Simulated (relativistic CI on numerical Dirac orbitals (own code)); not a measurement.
# S III (S²⁺): levels and lines

What are the lowest levels and the strongest lines of S²⁺? One CI run answers it. Configurations built on the next ion are tied to the tabulated ionisation energy.

Program: relativistic CI on numerical Dirac orbitals (own code) version 3. Level of theory: Dirac-Coulomb-Breit CI, KLI orbitals optimised for each configuration, model QED (radiative potential, 1s self-energy scaled to tabulated hydrogen-like ionisation energies), valence Slater integrals scaled by 0.85, P86 correlation estimate, and configurations built on the next ion tied to the tabulated ionisation energy (semi-empirical). These are calculated values, not measurements, unless marked.

## (1) The system

| Item | Value |
| --- | --- |
| ion | S²⁺ (S III) |
| nuclear charge | 16 |
| electrons | 14 |
| isotope | A = 32 |
| first configuration typed | [Ne] 3s2 3p2 |

The outer shells:

first configuration typed
```
[Ne] core
3s [↑↓]
3p [↑ ][↑ ][  ]
```

## (2) CI with the chosen configurations

The run's settings:

```ini
atom S  Z=16  charge=2  electrons=14
nucleus A=32  rms_radius_fm=3.2611
hamiltonian dirac-coulomb  breit=on  qed=on  c_scale=1
orbitals kli  potential=per-configuration
slater_scale 0.85
correlation anchor
mixing on
configurations
  [Ne] 3s2 3p2
  [Ne] 3s2 3p 3d
  [Ne] 3s2 3p 4s
  [Ne] 3s2 3p 4p
  [Ne] 3s2 3p 4d
  [Ne] 3s2 3p 5s
  [Ne] 3s2 3p 4f
  [Ne] 3s 3p3
  [Ne] 3p4
  [Ne] 3s2 3d2
  [Ne] 3s 3p2 3d
  [Ne] 3p2 3d2
  [Ne] 3s2 3d 4s
  [Ne] 3s2 4s2
  [Ne] 3s2 3d 4p
  [Ne] 3s2 3p 5p
  [Ne] 3s2 4s 4p
  [Ne] 3s2 3p 5d
  [Ne] 3s 3p2 4s
  [Ne] 3p3 3d
  [Ne] 3s2 3p 5f
  [Ne] 3s2 3p 5g
  [Ne] 3p3 4s
  [Ne] 3s2 4p2
end
```

Launch:

```bash
python run_levels.py task.json out
```

One command runs all members of the session, one after another, from task.json.

Before running it: what results should come out? Wanted: lowest level; first excitation; lowest level of the other parity; fastest E1 line; mean error of paired levels.

As calculated:

| quantity | value |
| --- | --- |
| lowest level | 3p2 3P0 |
| first excitation | 3p2 3P1, 291.6 cm⁻¹ |
| lowest level of the other parity | 3s 3p3 5S°2, 62689 cm⁻¹ |
| levels in the model | 386 |
| fastest E1 line (by rate) to the lowest level among the lowest 182 of 386 levels | 67.69 nm, from 3p 3d 3D°1 |
| mean error of paired levels | 1777 cm⁻¹ over 54 |

What this shows: 3p2 3P0 comes out lowest; its LS label holds 96 % and its jj label 67 %; over the low levels the means are 86 and 59 %, so LS coupling describes them better. Only configurations built on the next ion are tied to the tabulated ionisation energy; the others can be misplaced by 10,000 cm⁻¹ or more. Lifetimes count radiative decay inside the model alone.
